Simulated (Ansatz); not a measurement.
# B2W: LAPW beside PAW

Does the method matter for B2W? The same cell, functional and mesh are run with LAPW, all electrons, frozen-core PAW and all-electron PAW on datasets made for the crystal.

Method: DFT LDA, scalar-relativistic, in Ansatz 0.2.0.

**1. Starting point**

The structure is hexagonal, space group P6/mmm (No. 191). Conventional cell: a = 3.020 Å, b = 3.020 Å, c = 3.050 Å, α = 90.00°, β = 90.00°, γ = 120.00°. B (site symmetry -6m2) has 3 B at 1.74 Å and 6 W at 2.32 Å in its first shell of neighbours. W (site symmetry 6/mmm) has 12 B at 2.32 Å in its first shell of neighbours.

As a file:

```xyz
3
Lattice="3.0200 0.0000 0.0000 -1.5100 2.6154 0.0000 0.0000 0.0000 3.0500" Properties=species:S:1:pos:R:3 pbc="T T T"
B     0.0000    1.7436    1.5250
B     1.5100    0.8718    1.5250
W     0.0000    0.0000    0.0000
```

The cell comes from a crystallographic database entry that wasn't checked; take it as a given geometry, which may be far from equilibrium.

Atoms are numbered in the order of the input: B1, B2, W3.

**2. LAPW, all electrons**

The input, input.yaml:

```yaml
crystal:
  lattice:
    - [3.0200014205, 0.0, 0.0]
    - [-1.5100007103, 2.6153979496, 0.0]
    - [0.0, 0.0, 3.05]
  atoms:
    - { symbol: B, position: [0.3333333333, 0.6666666667, 0.5] }
    - { symbol: B, position: [0.6666666667, 0.3333333333, 0.5] }
    - { symbol: W, position: [0.0, 0.0, 0.0] }
kpoints:
  mp_grid: { grid: [14, 14, 12] }
  band_path:
    path:
      - [0.0, 0.0, 0.0]
      - [0.5, 0.0, 0.0]
      - [0.3333333333, 0.3333333333, 0.0]
      - [0.0, 0.0, 0.0]
      - [0.0, 0.0, 0.5]
      - [0.5, 0.0, 0.5]
      - [0.3333333333, 0.3333333333, 0.5]
      - [0.0, 0.0, 0.5]
      - [0.5, 0.0, 0.5]
    npoints: 14
scf:
  occupations: { method: fermi_dirac, width: 0.05 }
hamiltonian:
  xc: lda
  pseudopotentials: { kind: all_electron, lapw: { basis_error: 0.0005 } }
output:
  forces: true
  stress: true
  eigenvalues: true
  populations: true
  dos: { projected: true, de: 0.2, e_range: [-14, 8] }
```

Command:

```bash
$ ansatz run input.yaml --threads 1 --pin off --max-ram 4096MiB --backend cpu --events-out ev --progress --plain --runs-dir out
```

The log of the run:

```text
B: projections on atomic orbitals take those of the free atom 1s2 2s2 2p1, of charge +0.00 (hamiltonian.pseudopotentials.projection_atoms)
W: projections on atomic orbitals take those of the free atom 1s2 2s2 2p6 3s2 3p6 3d10 4s2 4p6 4d10 4f14 5s2 5p6 5d4 6s2, of charge +0.00 (hamiltonian.pseudopotentials.projection_atoms)
LAPW: plane waves up to 9.567 Å⁻¹, error target 5.0e-4 eV per atom; small_component_spin mean_spin; B in spheres of 0.872 Å, 5 of its electrons in bands, Dirac shells []; W in spheres of 1.310 Å, 44 of its electrons in bands, Dirac shells []
Engine: ansatz 0.2.0
Pseudopotentials: kind: all_electron
Pseudopotential: B, LAPW, valence charge 5, Koelling and Harmon's equation, gaussian nucleus
Pseudopotential: W, LAPW, valence charge 44, Koelling and Harmon's equation, gaussian nucleus
Functional definition: SPW92
  exchange = slater_x
  correlation = pw_c
Crystal: 3 atoms, lattice volume = 24.090 Å³
Basis set: ecut = 348.7209746815074 eV, 363 PW (Γ), exchange–correlation at level 2
Bands: 33, of which v1, the nominal top of the filled ones, is band 27 counted from 1 (26 counted from 0)
Symmetry: 24 space group operations
Space group: P6/mmm (ITA 191), of the structure as read, at distance tolerance 2.9e-5 Å
k-points: 168 of 2352
Non-local potential: B, projectors of the file, none
Non-local potential: W, projectors of the file, none
Initial density: superposition of atomic densities (chi_scale 0.1, normalization cell, long waves kept (reshape's long-wave potential 0.00 eV rms))
Initial wavefunctions: plane waves of lowest kinetic energy (no species holds an atomic orbital)
Functional: x = slater, c = lda
iter 1 solved again at ethr=8.50e-3 eV; its pass at ethr=1.00e-1 eV (dr2=4.59e0 eV) is discarded
SCF iter   1: F=—  HF=-440289.581755 eV  |F-HF|=—  |Δ(HF+E_count)|=         —  Δρ=1.07e-1  dr2=4.59e0  ethr=8.50e-3  ⟨swp⟩=2.0  Hψ=35696  notcnv=0
preconditioner: auto → none  [metal: Δε(μ)=0.017 eV  Ē_g=26.606 eV  σ=0.050 eV  W_gap=0.09  n_scr=8 (ndim 8)  ℏωp=42.8 eV  f_vac=0.000  D(μ)=0.94/eV (n_scr^D=8)  sad-step TF]
SCF iter   2: F=—  HF=-440288.040918 eV  |F-HF|=—  |Δ(HF+E_count)|=    1.54e0  Δρ=3.65e-2  dr2=5.38e-1  ethr=8.50e-3  ⟨swp⟩=2.9  Hψ=15498  notcnv=0
iter 3 solved again at ethr=1.86e-5 eV; its pass at ethr=9.96e-4 eV (dr2=1.00e-2 eV) is discarded
SCF iter   3: F=—  HF=-440287.863833 eV  |F-HF|=—  |Δ(HF+E_count)|=   1.77e-1  Δρ=8.75e-3  dr2=1.00e-2  ethr=1.86e-5  ⟨swp⟩=2.0  Hψ=29124  notcnv=0
SCF iter   4: F=—  HF=-440287.850015 eV  |F-HF|=—  |Δ(HF+E_count)|=         —  Δρ=3.53e-3  dr2=1.27e-3  ethr=1.86e-5  ⟨swp⟩=2.0  Hψ=15696  notcnv=0
the basis was enlarged: its passes take 100.8 KiB over the memory plan, 1 of 1 planned eigensolver slots
SCF iter   5: F=—  HF=-440287.844991 eV  |F-HF|=—  |Δ(HF+E_count)|=   5.02e-3  Δρ=1.15e-3  dr2=1.47e-4  ethr=2.35e-6  ⟨swp⟩=2.3  Hψ=15731  notcnv=0
SCF iter   6: F=—  HF=-440287.844916 eV  |F-HF|=—  |Δ(HF+E_count)|=   7.45e-5  Δρ=1.94e-4  dr2=1.22e-5  ethr=2.72e-7  ⟨swp⟩=2.0  Hψ=15684  notcnv=0
SCF iter   7: F=—  HF=-440287.844912 eV  |F-HF|=—  |Δ(HF+E_count)|=   3.89e-6  Δρ=2.50e-5  dr2=6.62e-8  ethr=2.27e-8  ⟨swp⟩=3.0  Hψ=16249  notcnv=0
SCF iter   8: F=-440287.844912 eV  HF=-440287.844912 eV  |F-HF|=9.49e-9  |Δ(HF+E_count)|=   1.22e-8  Δρ=7.94e-6  dr2=1.05e-8  ethr=1.23e-10  ⟨swp⟩=3.0  Hψ=16192  notcnv=0
SCF 1 converged in 8 iterations: F = -440287.844912 eV  dr2 = 1.05e-8
NSCF: frozen V_eff on 113 k-points
SCF converged after 8 iterations
Free energy (F): -440287.844912 eV
Harris-Foulkes:  -440287.844912 eV  (|F-HF|=9.49e-9)
Internal energy: -440287.833638 eV  (E = F + TS)
E sigma→0 (E₀):  -440287.839275 eV
Entropy (-TS):   -0.011274 eV (-3.758 meV/atom)
Fermi energy:    27.073060 eV
--- Per-component energies (eV) ---
  E_band       = -4955.556492
  E_kinetic    = 492806.455531
  E_xc         = -8791.624505
  E_electrostatic = -924302.664664  (all electrons and nuclei)
  E_smearing   = -0.011274  (= −TS)
  E_closure    = 0.000000  (closes the sum)
  E_atoms      = -440260.008953  (free atoms, spherical and without spin; not in F)
  Σ components = -440287.844912   (vs F -440287.844912, Δ=0.00e0)
  Basis errors (estimates in eV, not in F): energy 1.7e-4 per atom: plane waves 1.6e-4 (8.5e-5 summed), levels above the bands 7.9e-59, relativity 6.2e-9, radial functions 1.2e-5, core shells 1.1e-7; eigenvalues (radial functions only) 1.6e-6; not estimated: angular momenta, meshes, grids; target (lapw.basis_error) 5.0e-4; muffin-tin radii B 0.872 Å, W 1.310 Å
--- Forces (eV/Å), atoms counted from 1 ---
  atom   1  B     -0.00000000    -0.00000000     0.00000000
  atom   2  B      0.00000000     0.00000000     0.00000000
  atom   3  W     -0.00000000     0.00000000     0.00000000
  max |Σ_I F_I| component: 2.78e-17 eV/Å
--- Stress (GPa, compression-positive) ---
       16.597268       0.000000       0.000000
        0.000000      16.597268       0.000000
        0.000000       0.000000      33.105974
  P = ⅓ Tr σ = 22.1002 GPa (221.002 kbar)
--- Band table (eV; the first three rows and the last of 168) ---
  k-point 0: bands = ["-391.0012", "-390.9827", "-390.9827", "-206.5981", "-206.5923", "-206.5923", "-206.5782", "-206.5782", "-145.3079", "-145.2888", "-48.0295", "-12.3978", "-12.1292", "-12.1292", "-2.2158", "-2.2139", "-2.2139", "-2.2076", "-2.2076", "-2.2011", "-2.1694", "10.4489", "20.7842", "20.7842", "20.8848", "23.3687", "27.4259", "27.4259", "30.3748", "30.3748", "30.5711", "30.5711", "30.9251"]
  k-point 1: bands = ["-391.0012", "-390.9827", "-390.9827", "-206.5981", "-206.5923", "-206.5923", "-206.5782", "-206.5782", "-145.3079", "-145.2888", "-48.0283", "-12.4277", "-12.1265", "-12.1265", "-2.2168", "-2.2132", "-2.2132", "-2.2079", "-2.2079", "-2.2011", "-2.1694", "10.5945", "20.5441", "20.8834", "20.8834", "23.6315", "26.7801", "26.7801", "30.0292", "30.0292", "30.8836", "31.4336", "31.4336"]
  k-point 2: bands = ["-391.0012", "-390.9827", "-390.9827", "-206.5981", "-206.5923", "-206.5923", "-206.5782", "-206.5782", "-145.3079", "-145.2888", "-48.0252", "-12.5087", "-12.1192", "-12.1192", "-2.2195", "-2.2115", "-2.2115", "-2.2088", "-2.2088", "-2.2011", "-2.1694", "11.0172", "19.7078", "21.1796", "21.1796", "24.2970", "25.6873", "25.6873", "29.1290", "29.1290", "30.7742", "33.1650", "33.1650"]
  k-point 167: bands = ["-391.0012", "-390.9827", "-390.9827", "-206.5981", "-206.5923", "-206.5923", "-206.5782", "-206.5782", "-145.2991", "-145.2976", "-47.9714", "-12.6895", "-12.5373", "-12.4484", "-2.2202", "-2.2123", "-2.2108", "-2.2078", "-2.2056", "-2.1939", "-2.1800", "14.9683", "15.6367", "19.6754", "20.6811", "21.0709", "28.8644", "30.6954", "31.3530", "31.7105", "32.4442", "32.6074", "35.7474"]
--- Löwdin populations: 3 sites ---
  site symbol       q [e]
     0      B      5.3387
     1      B      5.3387
     2      W     73.2618
  spilling = 0.000723 (of n_electrons = 84.000000)
```

Wall time 76 s (1 thread of Arm Neoverse V1, shared host); peak memory 0.66 GiB.

This run gives: pressure 22.10 GPa; no gap.

At the corners of the path (eV, zero at the Fermi level):

| point | band 24 | band 25 | band 26 | band 27 | band 28 | band 29 | band 30 |
| --- | --- | --- | --- | --- | --- | --- | --- |
| Γ | -6.29 | -6.19 | -3.70 | 0.35 | 0.35 | 3.30 | 3.30 |
| M | -6.43 | -6.39 | -5.49 | -0.66 | 1.40 | 1.49 | 2.26 |
| K | -10.63 | -4.90 | -4.90 | -0.99 | -0.99 | -0.55 | 7.69 |
| Γ | -6.29 | -6.19 | -3.70 | 0.35 | 0.35 | 3.30 | 3.30 |
| A | -3.71 | -3.71 | -2.98 | -2.98 | -2.71 | -2.71 | 0.74 |
| L | -8.17 | -8.01 | -5.02 | 2.03 | 2.08 | 3.33 | 5.13 |
| H | -7.39 | -6.17 | -6.17 | 1.74 | 3.54 | 4.91 | 4.91 |
| A | -3.71 | -3.71 | -2.98 | -2.98 | -2.71 | -2.71 | 0.74 |
| L | -8.17 | -8.01 | -5.02 | 2.03 | 2.08 | 3.33 | 5.13 |

States per cell in windows of 1 eV (zero at the Fermi level; grid of 0.20 eV, so sharp peaks spill over the borders):

| from | to | total | W 5d | B 2p | B 2s |
| --- | --- | --- | --- | --- | --- |
| -10 | -9 | 0.75 | 0.19 | 0.39 | 0.12 |
| -9 | -8 | 0.73 | 0.21 | 0.41 | 0.06 |
| -8 | -7 | 1.21 | 0.38 | 0.73 | 0.05 |
| -7 | -6 | 1.65 | 0.69 | 0.88 | 0.03 |
| -6 | -5 | 1.87 | 0.88 | 0.93 | 0.02 |
| -5 | -4 | 0.70 | 0.46 | 0.23 | 0.00 |
| -4 | -3 | 0.29 | 0.21 | 0.08 | 0.00 |
| -3 | -2 | 0.34 | 0.27 | 0.07 | 0.00 |
| -2 | -1 | 0.59 | 0.44 | 0.13 | 0.00 |
| -1 | 0 | 0.92 | 0.64 | 0.24 | 0.02 |
| 0 | 1 | 1.20 | 0.80 | 0.31 | 0.05 |
| 1 | 2 | 1.66 | 1.24 | 0.33 | 0.05 |
| 2 | 3 | 1.32 | 0.82 | 0.38 | 0.08 |
| 3 | 4 | 1.12 | 0.50 | 0.31 | 0.18 |
| 4 | 5 | 0.82 | 0.27 | 0.27 | 0.12 |

**3. Frozen-core PAW**

input.yaml: that of step 2 with these lines changed.

```diff
@@ -27,3 +27,3 @@
   xc: lda
-  pseudopotentials: { kind: all_electron, lapw: { basis_error: 0.0005 } }
+  pseudopotentials: { kind: paw }
 output:
@@ -32,3 +32,9 @@
   eigenvalues: true
+  efg: { contact_densities: true }
   populations: true
+  bader: true
   dos: { projected: true, de: 0.2, e_range: [-14, 8] }
+  write_density: true
+  write_potential: true
+  elf: true
+  volumetric_format: npy
```

Command:

```bash
$ ansatz run input.yaml --threads 1 --pin off --max-ram 4096MiB --backend cpu --events-out ev --progress --plain --runs-dir out
```

The log of the run:

```text
W: output.efg is read without spin–orbit coupling, which moves field gradients at and beside such atoms by some per cent and up to a factor of two; PAW files take it under magnetization.noncollinear and magnetization.spin_orbit
[... 1 set-up line as earlier in the session ...]
Pseudopotentials: kind: paw
Pseudopotential: B, paw, valence charge 3, recommended cutoff 420 eV (normal)
Pseudopotential: W, paw, valence charge 14, recommended cutoff 420 eV (normal)
[... 3 set-up lines as earlier in the session ...]
Crystal: 3 atoms, lattice volume = 24.090 Å³
Basis set: ecut = 420 eV, 467 PW (Γ)
Bands: 14, of which v1, the nominal top of the filled ones, is band 10 counted from 1 (9 counted from 0)
[... 2 set-up lines as earlier in the session ...]
k-points: 168 of 2352
Non-local potential: B, projectors of the file, l = 0: 2, l = 1: 2, l = 2: 1
Non-local potential: W, projectors of the file, l = 0: 3, l = 1: 2, l = 2: 2, l = 3: 1
PAW form: soft (Blöchl's): semilocal exchange-correlation on the pseudo side does not see the compensation charge
PAW frozen core: B, regenerated for the run's functional, and the local potential with it (the file was generated under x = pbe(κ = 0.804, μ = 0.2195149727645171), c = pbe(β = 0.06672455060314922))
PAW frozen core: W, regenerated for the run's functional, and the local potential with it (the file was generated under x = pbe(κ = 0.804, μ = 0.2195149727645171), c = pbe(β = 0.06672455060314922))
PAW one-centre angular grid: B, 110 points (default); XC on 64 Gauss nodes
PAW one-centre angular grid: W, 590 points (default); XC on 64 Gauss nodes
Initial density: superposition of atomic densities (neutral atoms: chi_scale 0, normalization atom), corrected by the library's trained network
Initial wavefunctions: pseudopotential atomic-orbital guess
[... 1 set-up line as earlier in the session ...]
SCF iter   1: F=—  HF=-10429.644926 eV  |F-HF|=—  |Δ(HF+E_count)|=         —  Δρ=5.43e-3  dr2=5.31e-3  ethr=1.77e-3  ⟨swp⟩=5.9  Hψ=13408  notcnv=0
preconditioner: auto → none  [metal: Δε(μ)=0.010 eV  Ē_g=10.353 eV  σ=0.050 eV  W_gap=0.05  n_scr=8 (ndim 8)  ℏωp=26.2 eV  f_vac=0.000  D(μ)=1.42/eV (n_scr^D=20)  sad-step TF]
SCF iter   2: F=—  HF=-10429.644261 eV  |F-HF|=—  |Δ(HF+E_count)|=   6.64e-4  Δρ=3.46e-3  dr2=2.63e-3  ethr=2.65e-5  ⟨swp⟩=1.2  Hψ=3811  notcnv=0
SCF iter   3: F=—  HF=-10429.643600 eV  |F-HF|=—  |Δ(HF+E_count)|=   6.62e-4  Δρ=2.65e-4  dr2=5.90e-6  ethr=1.31e-5  ⟨swp⟩=2.6  Hψ=3533  notcnv=0
SCF iter   4: F=—  HF=-10429.643602 eV  |F-HF|=—  |Δ(HF+E_count)|=   2.27e-6  Δρ=5.31e-5  dr2=7.12e-7  ethr=2.95e-8  ⟨swp⟩=2.0  Hψ=3980  notcnv=0
iter 5 did not close the SCF: its close was put off for the readings that it lacked (scf_convergence_deferred on its scf_iter line)
SCF iter   5: F=-10429.643602 eV  HF=-10429.643602 eV  |F-HF|=2.71e-8  |Δ(HF+E_count)|=   1.27e-7  Δρ=1.35e-5  dr2=4.42e-8  ethr=3.56e-9  ⟨swp⟩=2.1  Hψ=3466  notcnv=0
SCF iter   6: F=-10429.643602 eV  HF=-10429.643602 eV  |F-HF|=7.09e-10  |Δ(HF+E_count)|=   9.52e-9  Δρ=2.62e-6  dr2=1.35e-9  ethr=2.21e-10  ⟨swp⟩=6.1  Hψ=13723  notcnv=0
SCF 1 converged in 6 iterations: F = -10429.643602 eV  dr2 = 1.35e-9
NSCF: frozen V_eff on 113 k-points
SCF converged after 6 iterations
Free energy (F): -10429.643602 eV
Harris-Foulkes:  -10429.643602 eV  (|F-HF|=7.09e-10)
Internal energy: -10429.632337 eV  (E = F + TS)
E sigma→0 (E₀):  -10429.637969 eV
Entropy (-TS):   -0.011265 eV (-3.755 meV/atom)
Fermi energy:    22.585215 eV
--- Per-component energies (eV) ---
  E_band       = -21.309244
  E_kinetic    = 567.142242
  E_local      = -636.959893  (includes V_loc(G=0)·N_el)
  E_nonlocal   = 30.028814
  E_hartree    = 239.817524
  E_xc         = -335.239422
  E_vxc        = -323.081575  (∫ρ·V_xc dr)
  E_paw        = -8456.088595  (= ΣΔE_a)
  E_vpaw       = -138.074837  (= ΣTr[D̂ρ^β])
  E_aug_tail   = -0.000071  (compensation charges beyond the density's cutoff)
  E_ewald      = -1838.707756
  E_core_change = 0.374822  (= ΣΔE_core)
  E_smearing   = -0.011265  (= −TS)
  E_closure    = 0.000000  (closes the sum)
  Σ components = -10429.643602   (vs F -10429.643602, Δ=0.00e0)
--- Forces (eV/Å), atoms counted from 1 ---
  atom   1  B     -0.00000000    -0.00000000     0.00000000
  atom   2  B      0.00000000     0.00000000     0.00000000
  atom   3  W      0.00000000     0.00000000     0.00000000
  max |Σ_I F_I| component: 5.55e-17 eV/Å
--- Stress (GPa, compression-positive) ---
       16.756130       0.000000       0.000000
       -0.000000      16.756130       0.000000
        0.000000       0.000000      33.337919
  P = ⅓ Tr σ = 22.2834 GPa (222.834 kbar)
--- PAW observables at the nuclei: V_zz in 10²¹ V/m², potentials from the cell's mean, atoms counted from 1 ---
  atom   1  B  V_zz =    +0.074973   η = 0.0000   by run symmetry: allowed
            electrostatic potential = -341.687147 V   contact ρ = 474.998771 e/Å³
  atom   2  B  V_zz =    +0.074973   η = 0.0000   by run symmetry: allowed
            electrostatic potential = -341.687147 V   contact ρ = 474.998771 e/Å³
  atom   3  W  V_zz =    +3.066596   η = 0.0000   by run symmetry: allowed
            electrostatic potential = -14819.174445 V   contact ρ = 8788577.775681 e/Å³
--- Band table (eV; the first three rows and the last of 168) ---
  k-point 0: bands = ["-52.4965", "-16.8686", "-16.5947", "-16.5947", "5.9574", "16.2965", "16.2965", "16.3941", "18.8775", "22.9381", "22.9381", "25.8895", "25.8895", "26.0844"]
  k-point 1: bands = ["-52.4953", "-16.8987", "-16.5920", "-16.5920", "6.1030", "16.0535", "16.3957", "16.3957", "19.1399", "22.2922", "22.2922", "25.5439", "25.5439", "26.3929"]
  k-point 2: bands = ["-52.4921", "-16.9800", "-16.5847", "-16.5847", "6.5258", "15.2175", "16.6915", "16.6915", "19.8053", "21.1992", "21.1992", "24.6430", "24.6430", "26.2834"]
  k-point 167: bands = ["-52.4380", "-17.1606", "-17.0038", "-16.9147", "10.4762", "11.1441", "15.1866", "16.1916", "16.5815", "24.3784", "26.2122", "26.8699", "27.2226", "27.9568"]
--- Löwdin populations: 3 sites ---
  site symbol       q [e]
     0      B      3.3432
     1      B      3.3432
     2      W     13.2506
  spilling = 0.003154 (of n_electrons = 20.000000)
--- Bader charges: 3 sites ---
  site symbol  charge [e]  shift [e]
     0      B     -0.5087     0.0004
     1      B     -0.5087     0.0004
     2      W      1.0174     0.0008
  estimated error of the sums over rays = 8.0e-4 e
```

Wall time 41 s (1 thread of Arm Neoverse V1, shared host); peak memory 0.39 GiB.

This run gives: pressure 22.28 GPa; no gap; Vzz B1 0.07 (η = 0.00), W3 3.07 (η = 0.00) (10²¹ V/m²).

| atom | Bader charge (e) | basin volume (Å³) |
| --- | --- | --- |
| B1 | -0.51 | 6.42 |
| W3 | +1.02 | 11.25 |

Density in a lattice plane of the grid's cell (edges 3.02 and 3.02 Å, at 0.500 of the third edge), which holds B.

Values in e/Å³, 12 rows by 12 columns:
```
0.30 0.33 0.40 0.52 0.69 0.82 0.83 0.69 0.53 0.40 0.33 0.30
0.34 0.40 0.51 0.67 0.77 0.80 0.80 0.67 0.51 0.40 0.35 0.33
0.43 0.52 0.67 0.74 0.57 0.57 0.74 0.67 0.52 0.43 0.40 0.40
0.58 0.69 0.77 0.57 0.33 0.56 0.80 0.70 0.58 0.52 0.51 0.53
0.73 0.82 0.80 0.57 0.56 0.79 0.83 0.74 0.70 0.67 0.67 0.69
0.81 0.83 0.80 0.74 0.80 0.83 0.81 0.83 0.80 0.74 0.80 0.83
0.73 0.69 0.67 0.67 0.70 0.74 0.83 0.79 0.56 0.57 0.80 0.82
0.58 0.53 0.51 0.52 0.58 0.70 0.80 0.56 0.33 0.57 0.77 0.69
0.43 0.40 0.40 0.43 0.52 0.67 0.74 0.57 0.57 0.74 0.67 0.52
0.34 0.33 0.35 0.40 0.51 0.67 0.80 0.80 0.77 0.67 0.51 0.40
0.30 0.30 0.33 0.40 0.53 0.69 0.83 0.82 0.69 0.52 0.40 0.33
0.29 0.30 0.34 0.43 0.58 0.73 0.81 0.73 0.58 0.43 0.34 0.30
```
Columns run along the first of these edges and rows up along the second, over one cell in 12 and 12 even steps from the bottom left corner. Atoms in the plane (fractional): B at (0.33, 0.67), B at (0.67, 0.33).

ELF in the same plane.

Ten even steps from ' ' (0.01) to '@' (0.81):
```
--------==++**##%%%%@@@@@@@@%%%%##**++==--------
------==++****######%%%%%%%%####**++====--------
--====++++******++++++++**********++====--------
==++++******++----::::::--++******++++==========
++****##**==::..      ..::==**##****++++++==++++
########++--          ..--++########****++++****
%%%%%%##==::        ..--++##%%%%%%##********####
@@@@%%##==..      ..--++%%%%@@%%%%##******##%%%%
@@@@%%##==::  ..::--**%%@@@@@@%%##**++++**##%%@@
@@@@%%##++--::--++##%%@@@@@@%%##++--::--++##%%@@
@@@@%%##**++++**##%%@@@@@@%%**--::..  ::==##%%@@
@@%%%%##******##%%%%@@%%%%++--..      ..==##%%@@
%%####********##%%%%%%##++--..        ::==##%%%%
##****++++****########++--..          --++######
++++++==++++++****##**==::..      ..::==**##****
============++++******++--::::::----++******++++
----------====++**********++++++++******++++====
----------====++**####%%%%%%%%######****++==----
----------==++**##%%%%@@@@@@@@%%%%##**++==------
::--------==++**##%%@@@@@@@@@@%%##**++==--------
```
Columns run along the first of these edges and rows up along the second, over one cell in 24 and 20 even steps from the bottom left corner. Atoms in the plane (fractional): B at (0.33, 0.67), B at (0.67, 0.33).

Both are smooth fields of the valence electrons: close to the nuclei they are not physical.

Maxima of ELF outside the ion cores: 0.81 on the B–B line, 0.9 Å from B.

(Part 1 of 2 ends here.)
